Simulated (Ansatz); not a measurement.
CsLiCr2Te2S3:

```
Cs Li Cr Te S
1.0
     3.67471   -0.00018   -0.00146
     0.00068    6.25849    0.00267
     0.09970    0.01509   18.87835
Cs Li Cr Te S
2 2 4 4 6
Direct
  0.00702 0.99658 0.60964
  0.50622 0.49563 0.63737
  0.49757 0.83290 0.98554
  0.99760 0.33501 0.98513
  0.99390 0.00068 0.13453
  0.49393 0.50024 0.13461
  0.00147 0.66940 0.83098
  0.50140 0.16737 0.83340
  0.01027 0.59621 0.46271
  0.51068 0.22697 0.45459
  0.49158 0.83669 0.22777
  0.99165 0.33648 0.22784
  0.99971 0.99979 0.90043
  0.49974 0.50461 0.89926
  0.99553 0.66614 0.07188
  0.49551 0.16656 0.07160
  0.50316 0.84068 0.76492
  0.00305 0.32804 0.76778
```

The cell was built by a generator and needn't be a form met in nature.

Base run:

- Program: Ansatz 0.2.0
- Functional: BLYP
- Potentials or basis: Ansatz PAW
- Cutoff: 420 eV
- Density cutoff: 1680 eV
- k mesh: 7 × 5 × 2
- Occupations: fermi-dirac, width 0.05 eV
- Spin: collinear spin, ferromagnetic start
- Starting moments: [0.0, 0.0, 0.0, 0.0, 3.0, 3.0, 3.0, 3.0, 0.0, 0.0, 0.0, 0.0, 0.0, 0.0, 0.0, 0.0, 0.0, 0.0] μB

Its results: band gap on the k mesh none (metal or under the smearing width); pressure 3.5 GPa; net moment 11.41 μB per cell; site moments Cs +0.00; Li -0.00; Cr +2.60, +2.75, +2.72; Te -0.00, -0.13; S -0.03, -0.04 μB; largest force 0.290 eV/Å.

Question: After a change of settings the same cell gave: band gap on the k mesh none (metal or under the smearing width); pressure 0.0 GPa; net moment 11.45 μB per cell; site moments Cs +0.00, -0.00; Li -0.01; Cr +2.64, +2.63, +2.77, +2.74; Te -0.00, -0.14; S -0.05, -0.06 μB; largest force 0.064 eV/Å. Which change was it?
A. functional from BLYP to PBE
B. functional from BLYP to PBEsol
C. functional from BLYP to RPBE
D. functional from BLYP to LDA

Answer: A.

PBE binds more tightly than BLYP, so the same cell stands under less pressure.

Caveats: only a ferromagnetic start was run, and an antiferromagnetic order may lie lower in energy; the potentials were made for another functional, which shifts forces and pressure (some runs); the PAW data sets come from PBE, with cores solved anew for the run's functional, which leaves a small shift of forces and pressure (some runs); the density of states is complete only up to the lowest level of the last band computed (some runs).

Not every run made on this cell is shown here.
